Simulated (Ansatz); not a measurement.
# Be2ZnTe2O: the cost of one run

Method: DFT PBE, scalar-relativistic, plane waves, PAW, in Ansatz 0.2.0.

## (1) The structure to begin with

It takes space group Cmmm (No. 65, orthorhombic). Conventional cell: a = 5.363 Å, b = 8.928 Å, c = 4.320 Å, α = 90.00°, β = 90.00°, γ = 90.00°. Around Be (site symmetry 2/m) lie 2 O at 2.60 Å and 4 Te at 2.66 Å and 2 Be at 2.68 Å. Zn (site symmetry mmm) has 6 Te at 3.00 to 3.06 Å and 8 Be at 3.38 Å and 4 O at 3.44 Å as nearest neighbours. Te (site symmetry m2m) has 2 O at 2.61 Å and 4 Be at 2.66 Å and 3 Te at 2.93 to 3.09 Å and 3 Zn at 3.00 to 3.06 Å as nearest neighbours. Around O (site symmetry mmm) lie 4 Be at 2.60 Å and 4 Te at 2.61 Å and 4 Zn at 3.44 Å.

Coordinates:

```cif
data_structure
_symmetry_space_group_name_H-M 'Cmmm'
_symmetry_Int_Tables_number 65
_cell_length_a 5.3630
_cell_length_b 8.9284
_cell_length_c 4.3197
_cell_angle_alpha 90.000
_cell_angle_beta 90.000
_cell_angle_gamma 90.000
_cell_volume 206.84
loop_
_atom_site_label
_atom_site_type_symbol
_atom_site_symmetry_multiplicity
_atom_site_Wyckoff_symbol
_atom_site_fract_x
_atom_site_fract_y
_atom_site_fract_z
_atom_site_occupancy
Be1 Be 4 f 0.25000 0.75000 0.50000 1
Zn1 Zn 2 a 0.00000 0.00000 0.00000 1
Te1 Te 4 i 0.50000 0.83582 0.00000 1
O1 O 2 c 0.50000 0.00000 0.50000 1
```

The cell is invented: species swapped into a database cell of CeAlCu2Ni2 (Cmmm, No. 65), with Zn on the Ce sites, O on the Al sites, Be on the Cu sites and Te on the Ni sites. Its size is a rough estimate.

## (2) Probe: one point on a coarse mesh

Contents of input.yaml:

```yaml
crystal:
  lattice:
    - [2.68150173, -4.46418501, 0.0]
    - [2.68150173, 4.46418501, 0.0]
    - [0.0, 0.0, 4.31971356]
  atoms:
    - { symbol: Be, position: [0.5, 0.0, 0.5] }
    - { symbol: Be, position: [0.0, 0.5, 0.5] }
    - { symbol: Zn, position: [0.0, 0.0, 0.0] }
    - { symbol: Te, position: [0.66418099, 0.33581901, 0.0] }
    - { symbol: Te, position: [0.33581901, 0.66418099, 0.0] }
    - { symbol: O, position: [0.5, 0.5, 0.5] }
basis:
  ecutwfc: 420
kpoints:
  mp_grid: { grid: [4, 4, 4] }
hamiltonian:
  xc: pbe
scf:
  occupations: { method: gaussian, width: 0.1 }
  lower_state_search: "off"
output:
  forces: true
  stress: true
  eigenvalues: true
```

Launch:

```bash
$ ansatz run input.yaml --threads 1 --pin off --max-ram 2560MiB --backend cpu --events-out ev --progress --plain --runs-dir out
```

**Question.** How long does this run take on 1 thread of Intel Xeon Platinum 8259CL at 2.50GHz (Skylake/Cascade Lake), shared host, and how much memory does it need?

About 5.2 s, with a peak of 0.45 GiB.
